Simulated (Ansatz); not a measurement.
**CH₇AlBFOSi: one species, many methods**

An exercise on one series of results from a longer session: the logs are not shown, and one member is left open.

Program: Ansatz 0.2.0, Gaussian basis. Level of theory: functionals in def2-TZVPP, the program's frozen cores in correlated methods. These are calculated values, not measurements.

Levels to be run: PBE-D4, r2SCAN-D4, PBE0-D4, B3LYP-D4, ωB97X-V, ωB97M-V, B2PLYP; CCSD(T)/def2-TZVPP; MP2/def2-QZVPP; extrapolation to the limit.

### Structure used throughout

An earlier PBE0-D4 in a triple-zeta def2 set relaxation fixed the geometry.

13 atoms, charge 0, spin multiplicity 1.

Atoms are counted from 1 here; the program's logs count them from 0.

Bond lengths: O1–C2 1.526 Å, O1–Al4 1.961 Å, O1–H7 0.962 Å, C2–Si3 1.858 Å, C2–Al4 1.966 Å, C2–H8 1.090 Å, Si3–H9 1.487 Å, Si3–H10 1.488 Å, Si3–H11 1.491 Å, Al4–B5 2.155 Å, Al4–H12 1.594 Å, B5–F6 1.330 Å, B5–H13 1.210 Å. Angles: C2–O1–Al4 67.3°, C2–O1–H7 110.6°, Al4–O1–H7 120.8°, O1–C2–Si3 111.0°, O1–C2–Al4 67.0°, O1–C2–H8 109.2°, Si3–C2–Al4 126.0°, Si3–C2–H8 115.4°, Al4–C2–H8 115.4°, C2–Si3–H9 109.6°, C2–Si3–H10 106.8°, C2–Si3–H11 113.9°, H9–Si3–H10 109.4°, H9–Si3–H11 108.1°, H10–Si3–H11 108.9°, O1–Al4–C2 45.7°, O1–Al4–B5 112.5°, O1–Al4–H12 107.6° and more.

Set-up of the first run:

File in.yaml:

```yaml
crystal:
  periodic: [false, false, false]
  atoms:
    - {symbol: O, position_ang: [-1.055713, -1.077495, -0.304761]}
    - {symbol: C, position_ang: [0.445649, -0.891442, -0.505983]}
    - {symbol: Si, position_ang: [1.344979, -0.932149, 1.119030]}
    - {symbol: Al, position_ang: [-0.615567, 0.610133, -1.201241]}
    - {symbol: B, position_ang: [-0.997120, 2.327566, 0.043712]}
    - {symbol: F, position_ang: [-1.807468, 2.233071, 1.094309]}
    - {symbol: H, position_ang: [-1.372696, -1.834031, -0.807000]}
    - {symbol: H, position_ang: [0.798477, -1.601256, -1.254100]}
    - {symbol: H, position_ang: [0.796623, 0.115735, 2.020226]}
    - {symbol: H, position_ang: [2.773017, -0.634524, 0.826473]}
    - {symbol: H, position_ang: [1.259045, -2.242945, 1.824678]}
    - {symbol: H, position_ang: [-1.028385, 0.462671, -2.733292]}
    - {symbol: H, position_ang: [-0.520338, 3.429764, -0.107150]}
basis:
  gaussian: {orbitals: def2-TZVPP}
hamiltonian: {xc: pbe, dispersion: d4}
output: {forces: true, orbitals: {seedname: orbitals}}
```

The run is started by

```console
$ ansatz run in.yaml --threads 2 --pin off --events-out ev --progress --plain --max-ram 22528MiB --backend cuda --devices 0, --max-vram 18GiB
```

Steps of the session up to this table: PBE-D4 (GGA); r2SCAN-D4 (meta-GGA); PBE0-D4 (hybrid); B3LYP-D4 (hybrid); ωB97X-V (range-separated); ωB97M-V (range-separated); B2PLYP (double hybrid); CCSD(T) in def2-TZVPP; MP2 in def2-QZVPP.

One of the session's tables, all rows but one given; the rest of the session is left out.

```
            method  atomisation energy (kcal/mol)
            PBE-D4                         1056.4
         r2SCAN-D4                         1050.3
           PBE0-D4                         1039.6
          B3LYP-D4                              ?
           ωB97X-V                         1051.4
           ωB97M-V                         1049.3
            B2PLYP                         1032.5
     HF/def2-TZVPP                          771.6
    MP2/def2-TZVPP                         1034.9
   CCSD/def2-TZVPP                         1004.6
CCSD(T)/def2-TZVPP                         1018.9
           MP2/CBS                         1062.1
       CCSD(T)/CBS                         1046.2
```

**Question.** Estimate the row for B3LYP-D4.

**Answer.** atomisation energy (kcal/mol): 1043.7. In the column «atomisation energy (kcal/mol)» it lies between PBE0-D4 (1039.6) and CCSD(T)/CBS (1046.2).

Caveats from the session: Free atoms (1 O, 1 C, 1 Si, 1 Al, 1 B, 1 F, 7 H) were run apart at each level; the atomisation energy is their sum less the molecule, without zero-point or spin-orbit terms.
